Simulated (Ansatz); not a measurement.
# AsH₃S (SMILES S[AsH2]): single points off equilibrium

A test off equilibrium: a structure displaced at random from a GFN2-xTB minimum is computed at several levels, and each is set against CCSD(T).

Computed with Ansatz 0.2.0, Gaussian basis. Level: single points in def2-TZVPP.

Correlated methods freeze the cores. Filled d shells of the heavier atoms are correlated. B3LYP uses VWN-RPA correlation.

## Step 1: The starting structure

SMILES `S[AsH2]`, 5 atoms, charge 0, spin multiplicity 1.

Atoms are counted from 1 here; the program's logs count them from 0.

Bond lengths: S1–As2 2.251 Å, S1–H3 1.393 Å, As2–H4 1.484 Å, As2–H5 1.483 Å. Angles: As2–S1–H3 91.0°, S1–As2–H4 97.4°, S1–As2–H5 99.4°, H4–As2–H5 88.7°.

Geometry (Å):

```
S     0.9699   -1.0567    0.0938
As   -0.6042    0.5523    0.1212
H     0.6739   -1.4022    1.4104
H    -1.2456    0.2128   -1.1735
H     0.1421    1.6313   -0.5702
```

## Step 2: CCSD(T)/def2-TZVPP

Input file run/in.yaml:

```yaml
crystal:
  periodic: [false, false, false]
  atoms:
    - {symbol: S, position_ang: [0.969900, -1.056700, 0.093800]}
    - {symbol: As, position_ang: [-0.604200, 0.552300, 0.121200]}
    - {symbol: H, position_ang: [0.673900, -1.402200, 1.410400]}
    - {symbol: H, position_ang: [-1.245600, 0.212800, -1.173500]}
    - {symbol: H, position_ang: [0.142100, 1.631300, -0.570200]}
basis:
  gaussian: {orbitals: def2-TZVPP}
correlation: {method: ccsd_t}
output: {forces: true}
```

The run is started by

```
$ ansatz run in.yaml --threads 4 --pin off --events-out ev --progress --plain --max-ram 5222MiB
```

What it wrote (excerpt; [...] marks lines left out):

```text
Functional definition: HF
  name "HF"
  cite "Fock, Z. Phys. 61, 126 (1930) doi:10.1007/BF01340294"
  parent pbe
[...]
784 factors; integrals over basis functions are off by at most 8.6e-4 eV
[...]
mean field -71661.00338447 eV, -2633.4933008067 hartree, gradient 6.7e-6 eV, S^2 0.000000; 0 other end points of the search recorded, 0 dependent functions left out
14 core orbitals not correlated: weight in the atoms' cores, before any rotation towards them, 1.000 or more for the frozen orbitals, at most 0.000 for the correlated occupied ones
reference -71661.00338447 eV, -2633.4933008067 hartree; 12, 12 occupied and 106, 106 virtual orbitals, 784 factors
second order -12.38242519 eV of doubles, -0.00000000 eV of singles
cycle   1  -12.74553721 eV  change   -3.6e-1 eV  update   8.1e-2
[...]
cycle  10  -13.17901434 eV  change    9.5e-7 eV  update   4.5e-6
perturbative correction -0.53226127 eV, -0.0195602410 hartree
[...]
Total energy: -71674.71466009 eV, -2633.9971808917 hartree
Atom 0 at     0.969900    -1.056700     0.093800 Å, force    -0.311434    -0.197935     1.172434 eV/Å
Atom 1 at    -0.604200     0.552300     0.121200 Å, force    -0.261912    -0.182774     0.697408 eV/Å
Atom 2 at     0.673900    -1.402200     1.410400 Å, force     0.338295     0.274101    -1.216054 eV/Å
Atom 3 at    -1.245600     0.212800    -1.173500 Å, force    -0.345930    -0.335735    -0.495411 eV/Å
Atom 4 at     0.142100     1.631300    -0.570200 Å, force     0.580981     0.442342    -0.158377 eV/Å
Dipole moment:    -0.132493     0.107652     0.055382 e Å
```

Run time: 60 s. Hardware: 4 threads of Arm Neoverse N1, shared host; peak memory 1 GiB.

## Step 3: PBE0-D4/def2-TZVPP

run/in.yaml: that of step 2 with these lines changed.

```diff
@@ -10,3 +10,3 @@
   gaussian: {orbitals: def2-TZVPP}
-correlation: {method: ccsd_t}
-output: {forces: true}
+hamiltonian: {xc: pbe0, dispersion: d4}
+output: {forces: true, orbitals: {seedname: orbitals}}
```

The run is started by

```
$ ansatz run in.yaml --threads 4 --pin off --events-out ev --progress --plain --max-ram 5222MiB
```

What it wrote (excerpt; [...] marks lines left out):

```text
Functional definition: PBE0
  name "PBE0"
  cite "Adamo & Barone, J. Chem. Phys. 110, 6158 (1999) doi:10.1063/1.478522"
  cite "Perdew, Burke & Ernzerhof, Phys. Rev. Lett. 77, 3865 (1996) doi:10.1103/PhysRevLett.77.3865"
  parent pbe
[...]
915 factors; their error is unknown
[...]
mean field -71714.89098513 eV, -2635.4736336046 hartree, gradient 4.6e-5 eV, S^2 0.000000; 0 other end points of the search recorded, 0 dependent functions left out
[...]
reference -71714.89100847 eV, -2635.4736344621 hartree; 26, 26 occupied and 106, 106 virtual orbitals, 915 factors
Total energy: -71714.96572957 eV, -2635.4763804120 hartree
Atom 0 at     0.969900    -1.056700     0.093800 Å, force    -0.384812    -0.092403     1.106648 eV/Å
Atom 1 at    -0.604200     0.552300     0.121200 Å, force    -0.208751    -0.326560     0.906938 eV/Å
Atom 2 at     0.673900    -1.402200     1.410400 Å, force     0.330517     0.251801    -1.154499 eV/Å
Atom 3 at    -1.245600     0.212800    -1.173500 Å, force    -0.380404    -0.357043    -0.619010 eV/Å
Atom 4 at     0.142100     1.631300    -0.570200 Å, force     0.643450     0.524205    -0.240077 eV/Å
Dipole moment:    -0.142354     0.113777     0.062934 e Å
```

Wall time 1.8 s (4 threads of Arm Neoverse N1, shared host); peak memory 0.24 GiB.

## Step 4: wB97M-V/def2-TZVPP

run/in.yaml: that of step 3 with these lines changed.

```diff
@@ -10,3 +10,3 @@
   gaussian: {orbitals: def2-TZVPP}
-hamiltonian: {xc: pbe0, dispersion: d4}
-output: {forces: true, orbitals: {seedname: orbitals}}
+hamiltonian: {xc: {name: wB97M-V}}
+output: {forces: true}
```

The run is started by

```
$ ansatz run in.yaml --threads 4 --pin off --events-out ev --progress --plain --max-ram 5222MiB
```

What it wrote (excerpt; [...] marks lines left out):

```text
Functional definition: wB97M-V
  name "wB97M-V"
  cite "Mardirossian & Head-Gordon, J. Chem. Phys. 144, 214110 (2016) doi:10.1063/1.4952647"
  cite "Becke, J. Chem. Phys. 107, 8554 (1997) doi:10.1063/1.475007"
  cite "Vydrov & Van Voorhis, J. Chem. Phys. 133, 244103 (2010) doi:10.1063/1.3521275"
  # Of w^i u^j: cxij and so on, Table III.
[...]
  gx(w, u) = 1 - cx + cx01*u + cx10*w
  gss(w, u) = css00 + css04*u^4 + css10*w + css20*w^2 + css43*w^4*u^3
  gos(w, u) = cos00 + cos10*w + (cos20 + cos21*u)*w^2 + (cos60 + cos61*u)*w^6
[...]
      + integral(e_c_pw_mod_opposite_spin*gos(b97_w_opposite, b97_u_opposite)) + vv10(b, c)
872 factors; their error is unknown
169 factors; integrals over basis functions are off by at most 6.7e-6 eV
[...]
mean field -71721.80760744 eV, -2635.7278147860 hartree, gradient 3.1e-5 eV, S^2 0.000000; 0 other end points of the search recorded, 0 dependent functions left out
[...]
reference -71721.80764341 eV, -2635.7278161082 hartree; 26, 26 occupied and 106, 106 virtual orbitals, 872 factors
Total energy: -71721.80764341 eV, -2635.7278161082 hartree
Atom 0 at     0.969900    -1.056700     0.093800 Å, force    -0.396401    -0.110854     1.169782 eV/Å
Atom 1 at    -0.604200     0.552300     0.121200 Å, force    -0.208930    -0.250266     0.729902 eV/Å
Atom 2 at     0.673900    -1.402200     1.410400 Å, force     0.346098     0.267780    -1.220622 eV/Å
Atom 3 at    -1.245600     0.212800    -1.173500 Å, force    -0.326148    -0.336023    -0.504496 eV/Å
Atom 4 at     0.142100     1.631300    -0.570200 Å, force     0.585381     0.429363    -0.174566 eV/Å
Dipole moment:    -0.147900     0.119219     0.065033 e Å
```

Run time: 6 s. Hardware: 4 threads of Arm Neoverse N1, shared host; peak memory 0.31 GiB.

## Step 5: r2SCAN-D4/def2-TZVPP

run/in.yaml: that of step 4 with these lines changed.

```diff
@@ -10,3 +10,3 @@
   gaussian: {orbitals: def2-TZVPP}
-hamiltonian: {xc: {name: wB97M-V}}
+hamiltonian: {xc: r2scan, dispersion: d4}
 output: {forces: true}
```

The run is started by

```
$ ansatz run in.yaml --threads 4 --pin off --events-out ev --progress --plain --max-ram 5222MiB
```

What it wrote (excerpt; [...] marks lines left out):

```text
Functional definition: r2SCAN
  name "r2SCAN"
  cite "Furness, Kaplan, Ning, Perdew & Sun, J. Phys. Chem. Lett. 11, 8208 (2020) doi:10.1021/acs.jpclett.0c02405"
  cite "Furness, Kaplan, Ning, Perdew & Sun, J. Phys. Chem. Lett. 11, 9248 (2020) doi:10.1021/acs.jpclett.0c03077"
  parent r2scan
[...]
834 factors; their error is unknown
[...]
mean field -71725.09562702 eV, -2635.8486472771 hartree, gradient 9.7e-6 eV, S^2 0.000000; 0 other end points of the search recorded, 0 dependent functions left out
[...]
reference -71725.09563563 eV, -2635.8486475934 hartree; 26, 26 occupied and 106, 106 virtual orbitals, 834 factors
Total energy: -71725.11449658 eV, -2635.8493407207 hartree
Atom 0 at     0.969900    -1.056700     0.093800 Å, force    -0.306789    -0.152943     1.066530 eV/Å
Atom 1 at    -0.604200     0.552300     0.121200 Å, force    -0.287523    -0.248062     0.906845 eV/Å
Atom 2 at     0.673900    -1.402200     1.410400 Å, force     0.324503     0.241210    -1.118041 eV/Å
Atom 3 at    -1.245600     0.212800    -1.173500 Å, force    -0.354833    -0.336557    -0.607305 eV/Å
Atom 4 at     0.142100     1.631300    -0.570200 Å, force     0.624642     0.496352    -0.248029 eV/Å
Dipole moment:    -0.137454     0.108748     0.062574 e Å
```

Wall time 2.9 s (4 threads of Arm Neoverse N1, shared host); peak memory 0.16 GiB.

## Step 6: PBE-D4/def2-TZVPP

run/in.yaml: that of step 5 with these lines changed.

```diff
@@ -10,3 +10,3 @@
   gaussian: {orbitals: def2-TZVPP}
-hamiltonian: {xc: r2scan, dispersion: d4}
+hamiltonian: {xc: pbe, dispersion: d4}
 output: {forces: true}
```

The run is started by

```
$ ansatz run in.yaml --threads 4 --pin off --events-out ev --progress --plain --max-ram 5222MiB
```

What it wrote (excerpt; [...] marks lines left out):

```text
Functional definition: PBE
  name "PBE"
  cite "Perdew, Burke & Ernzerhof, Phys. Rev. Lett. 77, 3865 (1996) doi:10.1103/PhysRevLett.77.3865"
  parent pbe
[...]
834 factors; their error is unknown
[...]
mean field -71712.20538110 eV, -2635.3749394766 hartree, gradient 2.9e-5 eV, S^2 0.000000; 0 other end points of the search recorded, 0 dependent functions left out
[...]
reference -71712.20541241 eV, -2635.3749406275 hartree; 26, 26 occupied and 106, 106 virtual orbitals, 834 factors
Total energy: -71712.29514345 eV, -2635.3782381825 hartree
Atom 0 at     0.969900    -1.056700     0.093800 Å, force    -0.081444    -0.260842     0.805996 eV/Å
Atom 1 at    -0.604200     0.552300     0.121200 Å, force    -0.461785    -0.230572     1.297809 eV/Å
Atom 2 at     0.673900    -1.402200     1.410400 Å, force     0.255208     0.190530    -0.871868 eV/Å
Atom 3 at    -1.245600     0.212800    -1.173500 Å, force    -0.456379    -0.384025    -0.844889 eV/Å
Atom 4 at     0.142100     1.631300    -0.570200 Å, force     0.744399     0.684908    -0.387049 eV/Å
Dipole moment:    -0.136593     0.105566     0.067976 e Å
```

Wall time 1.2 s (4 threads of Arm Neoverse N1, shared host); peak memory 0.14 GiB.

## Step 7: wB97X-V/def2-TZVPP

run/in.yaml: that of step 6 with these lines changed.

```diff
@@ -10,3 +10,3 @@
   gaussian: {orbitals: def2-TZVPP}
-hamiltonian: {xc: pbe, dispersion: d4}
+hamiltonian: {xc: {name: wB97X-V}}
 output: {forces: true}
```

The run is started by

```
$ ansatz run in.yaml --threads 4 --pin off --events-out ev --progress --plain --max-ram 5222MiB
```

What it wrote (excerpt; [...] marks lines left out):

```text
Functional definition: wB97X-V
  name "wB97X-V"
  cite "Mardirossian & Head-Gordon, Phys. Chem. Chem. Phys. 16, 9904 (2014) doi:10.1039/C3CP54374A"
  cite "Becke, J. Chem. Phys. 107, 8554 (1997) doi:10.1063/1.475007"
  cite "Vydrov & Van Voorhis, J. Chem. Phys. 133, 244103 (2010) doi:10.1063/1.3521275"
[...]
      + integral(e_c_pw_opposite_spin*poly(b97_u_opposite, cos0, cos1)) + vv10(b, c)
877 factors; their error is unknown
169 factors; integrals over basis functions are off by at most 6.7e-6 eV
[...]
mean field -71718.80551415 eV, -2635.6174898926 hartree, gradient 2.7e-5 eV, S^2 0.000000; 0 other end points of the search recorded, 0 dependent functions left out
[...]
reference -71718.80551266 eV, -2635.6174898379 hartree; 26, 26 occupied and 106, 106 virtual orbitals, 877 factors
Total energy: -71718.80551266 eV, -2635.6174898379 hartree
Atom 0 at     0.969900    -1.056700     0.093800 Å, force    -0.502921    -0.028107     1.231316 eV/Å
Atom 1 at    -0.604200     0.552300     0.121200 Å, force    -0.105248    -0.340425     0.689051 eV/Å
Atom 2 at     0.673900    -1.402200     1.410400 Å, force     0.372418     0.254354    -1.249002 eV/Å
Atom 3 at    -1.245600     0.212800    -1.173500 Å, force    -0.364638    -0.350844    -0.511682 eV/Å
Atom 4 at     0.142100     1.631300    -0.570200 Å, force     0.600389     0.465023    -0.159682 eV/Å
Dipole moment:    -0.149664     0.122922     0.059950 e Å
```

Wall time 4.9 s (4 threads of Arm Neoverse N1, shared host); peak memory 0.3 GiB.

## Step 8: B3LYP-D4/def2-TZVPP

run/in.yaml: that of step 7 with these lines changed.

```diff
@@ -10,3 +10,3 @@
   gaussian: {orbitals: def2-TZVPP}
-hamiltonian: {xc: {name: wB97X-V}}
+hamiltonian: {xc: {name: B3LYP}, dispersion: d4}
 output: {forces: true}
```

The run is started by

```
$ ansatz run in.yaml --threads 4 --pin off --events-out ev --progress --plain --max-ram 5222MiB
```

What it wrote (excerpt; [...] marks lines left out):

```text
Functional definition: B3LYP
  name "B3LYP"
  cite "Stephens, Devlin, Chabalowski & Frisch, J. Phys. Chem. 98, 11623 (1994) doi:10.1021/j100096a001"
  cite "Becke, Phys. Rev. A 38, 3098 (1988) doi:10.1103/PhysRevA.38.3098"
  cite "Lee, Yang & Parr, Phys. Rev. B 37, 785 (1988) doi:10.1103/PhysRevB.37.785"
  cite "Vosko, Wilk & Nusair, Can. J. Phys. 58, 1200 (1980) doi:10.1139/p80-159"
[...]
889 factors; their error is unknown
[...]
mean field -71727.87889761 eV, -2635.9509305846 hartree, gradient 5.7e-5 eV, S^2 0.000000; 0 other end points of the search recorded, 0 dependent functions left out
[...]
reference -71727.87911462 eV, -2635.9509385596 hartree; 26, 26 occupied and 106, 106 virtual orbitals, 889 factors
Total energy: -71728.02745733 eV, -2635.9563900537 hartree
Atom 0 at     0.969900    -1.056700     0.093800 Å, force    -0.132792    -0.341390     1.087374 eV/Å
Atom 1 at    -0.604200     0.552300     0.121200 Å, force    -0.457666    -0.084545     0.941058 eV/Å
Atom 2 at     0.673900    -1.402200     1.410400 Å, force     0.340656     0.220942    -1.113134 eV/Å
Atom 3 at    -1.245600     0.212800    -1.173500 Å, force    -0.403747    -0.354623    -0.654196 eV/Å
Atom 4 at     0.142100     1.631300    -0.570200 Å, force     0.653549     0.559616    -0.261102 eV/Å
Dipole moment:    -0.146130     0.113588     0.073038 e Å
```

Run time: 1.9 s. Hardware: 4 threads of Arm Neoverse N1, shared host; peak memory 0.24 GiB.

## Step 9: Side by side

```
   method  RMS force component (eV/Å)  RMS error against CCSD(T) (eV/Å)  angle to CCSD(T) forces (°)  dipole (D)
  CCSD(T)                       0.566                         reference                    reference        0.86
  PBE0-D4                       0.592                             0.092                          8.7        0.93
  wB97M-V                       0.571                             0.040                          4.0        0.96
r2SCAN-D4                       0.574                             0.081                          8.1        0.89
   PBE-D4                       0.621                             0.258                         24.6        0.89
  wB97X-V                       0.592                             0.090                          8.6        0.97
 B3LYP-D4                       0.597                             0.126                         12.1        0.96
```

Energy less the free neutral atoms in their ground states at the same level (atoms from separate runs):

Differences are taken before rounding.

```
      method                    rung  energy less atoms (kcal/mol)  from CCSD(T) (kcal/mol)
      PBE-D4                     GGA                        -295.4                    -13.7
   r2SCAN-D4                meta-GGA                        -292.7                    -11.0
     PBE0-D4                  hybrid                        -289.0                     -7.2
    B3LYP-D4                  hybrid                        -294.2                    -12.4
     wB97X-V  range-separated hybrid                        -297.5                    -15.7
     wB97M-V  range-separated hybrid                        -293.5                    -11.7
Hartree-Fock            wavefunction                        -186.8                    +94.9
         MP2            wavefunction                        -276.4                     +5.3
        CCSD            wavefunction                        -276.4                     +5.3
     CCSD(T)            wavefunction                        -281.7                        0
```

Cost and force error (times from a shared host):

```
   method   time  RMS force error (eV/Å)
  CCSD(T)   60 s                       0
  PBE0-D4  1.8 s                   0.092
  wB97M-V    6 s                   0.040
r2SCAN-D4  2.9 s                   0.081
   PBE-D4  1.2 s                   0.258
  wB97X-V  4.9 s                   0.090
 B3LYP-D4  1.9 s                   0.126
```

## Step 10: Summary of results

| quantity | value |
| --- | --- |
| energy less free atoms, CCSD(T)/def2-TZVPP | -281.7 kcal/mol |
| RMS force component | 0.566 to 0.621 eV/Å over the methods |
| RMS force error | PBE0-D4 0.092, wB97M-V 0.040, r2SCAN-D4 0.081, PBE-D4 0.258, wB97X-V 0.090, B3LYP-D4 0.126 eV/Å |
| HOMO and LUMO, PBE0-D4 | -7.37 and -0.75 eV |
| T1 diagnostic | 0.011 |

What this shows: Against CCSD(T) the functionals' energies less atoms differ by -15.7 to -7.2 kcal/mol, PBE-D4 by -13.7 kcal/mol. The reference is not at the basis limit: in triple zeta CCSD(T) underbinds, which counts against methods that bind more; the gaps are no ranking. The forces of wB97M-V come nearest to CCSD(T), those of PBE-D4 are farthest. Frozen-core CCSD(T) forces in triple zeta carry basis errors of their own, and this is one geometry, so small gaps rank nothing.
